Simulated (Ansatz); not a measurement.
# C₈H₁₈S: small, medium and large basis sets

The task here is to estimate one member of a computed series from the others.

Computed with Ansatz 0.2.0, Gaussian basis. Level: one geometry, several basis sets.

The runs, in order: PBE0-D4/def2-SVP; ωB97M-V/def2-SVP; PBE0-D4/def2-QZVPP; ωB97M-V/def2-QZVPP; the functionals' def2-TZVPP values are taken from earlier runs.

1 further run of the same task is left out (it didn't finish).

### The relaxed structure

The geometry comes from an earlier relaxation with PBE0-D4 in a triple-zeta def2 set; it is a stationary point, not always the lowest conformer.

SMILES `CC(C)(C)SC(C)(C)C`, 27 atoms, charge 0, spin multiplicity 1.

Atoms are counted from 1 here; the program's logs count them from 0.

Bond lengths: C1–C2 1.528 Å, C1–H10 1.094 Å, C1–H11 1.093 Å, C1–H12 1.091 Å, C2–C3 1.524 Å, C2–C4 1.520 Å, C2–S5 1.840 Å, C3–H13 1.091 Å, C3–H14 1.096 Å, C3–H15 1.089 Å, C4–H16 1.095 Å, C4–H17 1.091 Å, C4–H18 1.091 Å, S5–C6 1.840 Å, C6–C7 1.520 Å, C6–C8 1.528 Å, C6–C9 1.524 Å, C7–H19 1.091 Å and more. Angles: C2–C1–H10 109.4°, C2–C1–H11 111.2°, C2–C1–H12 111.2°, H10–C1–H11 108.0°, H10–C1–H12 108.6°, H11–C1–H12 108.3°, C1–C2–C3 108.9°, C1–C2–C4 109.2°, C1–C2–S5 102.0°, C3–C2–C4 110.8°, C3–C2–S5 111.7°, C4–C2–S5 113.7°, C2–C3–H13 110.7°, C2–C3–H14 109.7°, C2–C3–H15 112.1°, H13–C3–H14 108.3°, H13–C3–H15 108.1°, H14–C3–H15 107.8° and more.

Geometry (Å):

```
C    -1.2156   -1.9158    1.7977
C    -0.3327   -0.7797    1.2842
C    -0.4236    0.3938    2.2525
C     1.1005   -1.2734    1.1675
S    -1.1139   -0.3881   -0.3348
C    -0.0255    0.6553   -1.3891
C     0.5629    1.8536   -0.6618
C    -0.9960    1.1452   -2.4624
C     1.0724   -0.1672   -2.0532
H    -0.8960   -2.1968    2.8057
H    -2.2636   -1.6106    1.8481
H    -1.1447   -2.7931    1.1522
H    -1.4548    0.7392    2.3432
H    -0.0762    0.0821    3.2437
H     0.1897    1.2364    1.9354
H     1.4398   -1.6303    2.1456
H     1.1779   -2.0984    0.4573
H     1.7835   -0.4817    0.8566
H     1.3065    1.5593    0.0800
H    -0.2148    2.4345   -0.1632
H     1.0653    2.5039   -1.3857
H    -0.4479    1.7286   -3.2083
H    -1.4757    0.3074   -2.9742
H    -1.7758    1.7754   -2.0311
H     1.6125    0.4538   -2.7763
H     1.7970   -0.5435   -1.3320
H     0.6468   -1.0205   -2.5839
```

Set-up of the first run:

Contents of in.yaml:

```yaml
crystal:
  periodic: [false, false, false]
  atoms:
    - {symbol: C, position_ang: [-1.215603, -1.915824, 1.797686]}
    - {symbol: C, position_ang: [-0.332659, -0.779734, 1.284192]}
    - {symbol: C, position_ang: [-0.423597, 0.393771, 2.252529]}
    - {symbol: C, position_ang: [1.100485, -1.273394, 1.167452]}
    - {symbol: S, position_ang: [-1.113928, -0.388063, -0.334772]}
    - {symbol: C, position_ang: [-0.025470, 0.655285, -1.389054]}
    - {symbol: C, position_ang: [0.562921, 1.853649, -0.661764]}
    - {symbol: C, position_ang: [-0.995957, 1.145248, -2.462393]}
    - {symbol: C, position_ang: [1.072449, -0.167229, -2.053209]}
    - {symbol: H, position_ang: [-0.895971, -2.196819, 2.805668]}
    - {symbol: H, position_ang: [-2.263623, -1.610582, 1.848079]}
    - {symbol: H, position_ang: [-1.144730, -2.793068, 1.152174]}
    - {symbol: H, position_ang: [-1.454770, 0.739238, 2.343247]}
    - {symbol: H, position_ang: [-0.076201, 0.082051, 3.243676]}
    - {symbol: H, position_ang: [0.189664, 1.236378, 1.935379]}
    - {symbol: H, position_ang: [1.439772, -1.630305, 2.145626]}
    - {symbol: H, position_ang: [1.177893, -2.098355, 0.457305]}
    - {symbol: H, position_ang: [1.783454, -0.481693, 0.856643]}
    - {symbol: H, position_ang: [1.306547, 1.559272, 0.079991]}
    - {symbol: H, position_ang: [-0.214821, 2.434516, -0.163195]}
    - {symbol: H, position_ang: [1.065274, 2.503892, -1.385746]}
    - {symbol: H, position_ang: [-0.447896, 1.728627, -3.208348]}
    - {symbol: H, position_ang: [-1.475738, 0.307422, -2.974171]}
    - {symbol: H, position_ang: [-1.775768, 1.775418, -2.031063]}
    - {symbol: H, position_ang: [1.612464, 0.453804, -2.776346]}
    - {symbol: H, position_ang: [1.796972, -0.543479, -1.331989]}
    - {symbol: H, position_ang: [0.646836, -1.020526, -2.583901]}
basis:
  gaussian: {orbitals: def2-SVP}
hamiltonian: {xc: pbe0, dispersion: d4}
output: {orbitals: {seedname: orbitals}}
```

The run is started by

```bash
$ ansatz run in.yaml --threads 4 --pin off --events-out ev --progress --plain --max-ram 66560MiB --backend cpu
```

Steps of the session up to this table: PBE0-D4 in def2-SVP; ωB97M-V in def2-SVP; PBE0-D4 in def2-QZVPP; ωB97M-V in def2-QZVPP.

One table of the session follows, with a row left open; its other results are not shown here.

It belongs to the step «Density functionals: the series». 

| functional | basis | HOMO (eV) | LUMO (eV) |
| --- | --- | --- | --- |
| PBE0-D4 | def2-SVP | -6.03 | 1.54 |
| PBE0-D4 | def2-TZVPP | -6.14 | 0.98 |
| PBE0-D4 | def2-QZVPP | ? | ? |
| ωB97M-V | def2-SVP | -8.27 | 3.18 |
| ωB97M-V | def2-TZVPP | -8.39 | 2.38 |
| ωB97M-V | def2-QZVPP | -8.41 | 1.57 |

**Question.** Estimate the row for PBE0-D4, def2-QZVPP.

As computed: HOMO (eV): -6.16; LUMO (eV): 0.51. In the column «HOMO (eV)» it lies between ωB97M-V, def2-SVP (-8.27) and PBE0-D4, def2-TZVPP (-6.14).
